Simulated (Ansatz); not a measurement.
# PBE0/6-31G(d) (spherical functions) run of CH7FSi2 (SMILES F[SiH2]C[SiH3])

What is the electronic atomisation energy of CH7FSi2 at PBE0/6-31G* (spherical functions)? 

The results are computed with Ansatz 0.2.0.

58 further runs of the same task are left out: 1 that didn't finish, 57 set aside as unsound or not needed.

**1. The molecule**

CH7FSi2 has 11 atoms, charge 0, and is taken as a singlet. SMILES: `F[SiH2]C[SiH3]`. Geometry: relaxed at PBE0-D4/def2-TZVP. This is one conformer, not always the lowest.

Bond lengths: F1–Si2 1.604 Å, Si2–C3 1.854 Å, C3–Si4 1.877 Å, Si2–H5 1.484 Å, Si2–H6 1.484 Å, C3–H7 1.097 Å, C3–H8 1.095 Å, Si4–H9 1.485 Å, Si4–H10 1.488 Å, Si4–H11 1.487 Å. Some angles: F1–Si2–C3 109.3°, Si2–C3–Si4 115.3°, F1–Si2–H5 107.5°, F1–Si2–H6 107.1°, C3–Si2–H5 110.7°, C3–Si2–H6 112.0°, Si2–C3–H7 107.4°, Si2–C3–H8 109.5°, Si4–C3–H7 108.3°, Si4–C3–H8 109.0°.

**2. A single-point energy at PBE0/6-31G(d) (spherical functions)**

The input, input.yaml:

```yaml
crystal:
  periodic: [false, false, false]
  atoms:
    - symbol: F
      position_ang: [-1.629100, 1.667400, 0.202000]
    - symbol: Si
      position_ang: [-0.069200, 1.498400, 0.534400]
    - symbol: C
      position_ang: [0.349200, -0.305900, 0.605500]
    - symbol: Si
      position_ang: [-0.157200, -1.306900, -0.899700]
    - symbol: H
      position_ang: [0.694000, 2.172900, -0.545000]
    - symbol: H
      position_ang: [0.175700, 2.177500, 1.831400]
    - symbol: H
      position_ang: [1.437100, -0.385200, 0.722600]
    - symbol: H
      position_ang: [-0.101300, -0.751100, 1.498900]
    - symbol: H
      position_ang: [-1.636400, -1.388400, -0.995700]
    - symbol: H
      position_ang: [0.369900, -0.665700, -2.134100]
    - symbol: H
      position_ang: [0.392600, -2.686000, -0.812200]
basis:
  gaussian:
    orbitals: 6-31G_st_-spherical.json
hamiltonian:
  xc: pbe0
accuracy: high
output:
  orbitals: {seedname: orbitals}
```

The basis set 6-31G* is read from a file made from the Basis Set Exchange's data (not shown).

Started as:

```bash
$ ansatz run input.yaml --threads 1 --pin off --max-ram 3480MiB --events-out events.jsonl --progress --plain --runs-dir runs
```

The log of the run:

```text
Warning: RAYON_NUM_THREADS=1 ignored (pool sized by the plan → 1); use --threads N
Functional definition: PBE0
  name "PBE0"
  parameter a = 0.25
  parameter kappa = 0.804
  parameter beta = 0.06672455060314922
  exchange = (1 - a)*pbe_x(kappa = kappa, mu = beta*pi^2/3) + a*exact_x
  correlation = pbe_c(beta = beta)
1847 factors; integrals over basis functions are off by at most 3.6e-9 eV
mean field evaluation 1: about -19608.6468 eV, gradient 4.5e1 eV
mean field evaluation 2: about -19606.5430 eV, gradient 5.4e1 eV
mean field evaluation 4: about -19612.7434 eV, gradient 2.0e0 eV
mean field evaluation 8: about -19612.9930 eV, gradient 2.2e-1 eV
mean field evaluation 16: about -19612.9932 eV, gradient 1.1e-5 eV
mean field -19612.99315887 eV, -720.7642044242 hartree, gradient 1.5e-8 eV, S^2 0.000000; 0 other end points of the search recorded, 0 dependent functions left out
reference -19612.99316193 eV, -720.7642045366 hartree; 25, 25 occupied and 53, 53 virtual orbitals, 1847 factors
Total energy: -19612.99316193 eV, -720.7642045366 hartree
```

It took 9 s on 1 thread of Arm Neoverse V1, shared host; peak memory 0.27 GiB.

**3. The C atom**

The input, molecule.yaml:

```yaml
crystal:
  periodic: [false, false, false]
  atoms:
    - symbol: C
      position_ang: [0.000000, 0.000000, 0.000000]
basis:
  gaussian:
    orbitals: 6-31G_st_-spherical.json
magnetization:
  spin_polarized: true
  initial_magnetization: 2
hamiltonian:
  xc: {name: PBE0}
accuracy: high
```

The basis set 6-31G* is read from a file made from the Basis Set Exchange's data (not shown).

Started as:

```bash
$ ansatz run molecule.yaml --threads 1 --pin off --max-ram 3480MiB --events-out events.jsonl --progress --plain --runs-dir runs
```

The log of the run:

```text
Warning: RAYON_NUM_THREADS=1 ignored (pool sized by the plan → 1); use --threads N
[... 7 set-up lines as earlier in the session ...]
96 factors; integrals over basis functions are off by at most 1.1e-9 eV
mean field evaluation 1: about -1028.3190 eV, gradient 3.5e0 eV
mean field evaluation 2: about -1028.3822 eV, gradient 6.9e-1 eV
mean field evaluation 4: about -1028.3849 eV, gradient 2.0e-1 eV
mean field evaluation 8: about -1028.3852 eV, gradient 1.3e-5 eV
mean field -1028.38517654 eV, -37.7924581732 hartree, gradient 2.5e-8 eV, S^2 2.001901; 0 other end points of the search recorded, 0 dependent functions left out
reference -1028.38517752 eV, -37.7924582094 hartree; 4, 2 occupied and 10, 12 virtual orbitals, 96 factors
Total energy: -1028.38517752 eV, -37.7924582094 hartree
```

It took 0.3 s on 1 thread of Arm Neoverse V1, shared host.

**4. The F atom, same level**

The input, input.yaml:

```yaml
crystal:
  periodic: [false, false, false]
  atoms:
    - {symbol: F, position_ang: [0.000000, 0.000000, 0.000000]}
basis:
  gaussian:
    orbitals: 6-31G_st_-spherical.json
accuracy: high
hamiltonian:
  xc: pbe0
magnetization:
  spin_polarized: true
  initial_magnetization: 1
```

The basis set 6-31G* is read from a file made from the Basis Set Exchange's data (not shown).

Run the same way, it converges to -99.62354 Eh (log not shown).

**5. The H atom at the same level**

The input, job.yaml:

```yaml
crystal:
  periodic: [false, false, false]
  atoms:
    - {symbol: H, position_ang: [0.000000, 0.000000, 0.000000]}
basis:
  gaussian:
    orbitals: "6-31G*"
magnetization:
  spin_polarized: true
  initial_magnetization: 1
hamiltonian:
  xc: {name: PBE0}
accuracy: high
```

Run the same way, it converges to -0.49911 Eh (log not shown).

**6. The Si atom at the same level**

The input, job.yaml:

```yaml
basis:
  gaussian:
    orbitals: 6-31G_st_-spherical.json
crystal:
  periodic: [false, false, false]
  atoms:
    - symbol: Si
      position_ang: [0.000000, 0.000000, 0.000000]
magnetization:
  spin_polarized: true
  initial_magnetization: 2
hamiltonian:
  xc: {name: PBE0}
accuracy: high
```

The basis set 6-31G* is read from a file made from the Basis Set Exchange's data (not shown).

Run the same way, it converges to -289.22845 Eh (log not shown).

**7. Results**

At PBE0/6-31G* (spherical functions):

```
                     quantity          value
       molecule: total energy  -720.76420 Eh
        molecule: HOMO energy       -8.78 eV
        molecule: LUMO energy        0.67 eV
      molecule: HOMO–LUMO gap        9.45 eV
         C atom: total energy   -37.79246 Eh
                 C atom: ⟨S²⟩          2.002
         F atom: total energy   -99.62354 Eh
                 F atom: ⟨S²⟩          0.751
         H atom: total energy    -0.49911 Eh
                 H atom: ⟨S²⟩          0.750
        Si atom: total energy  -289.22845 Eh
                Si atom: ⟨S²⟩          2.002
electronic atomisation energy      38.029 eV
```

What this shows: Taking the molecule apart into free atoms costs 38.03 eV (3669 kJ/mol), before zero-point energy and without spin-orbit coupling.
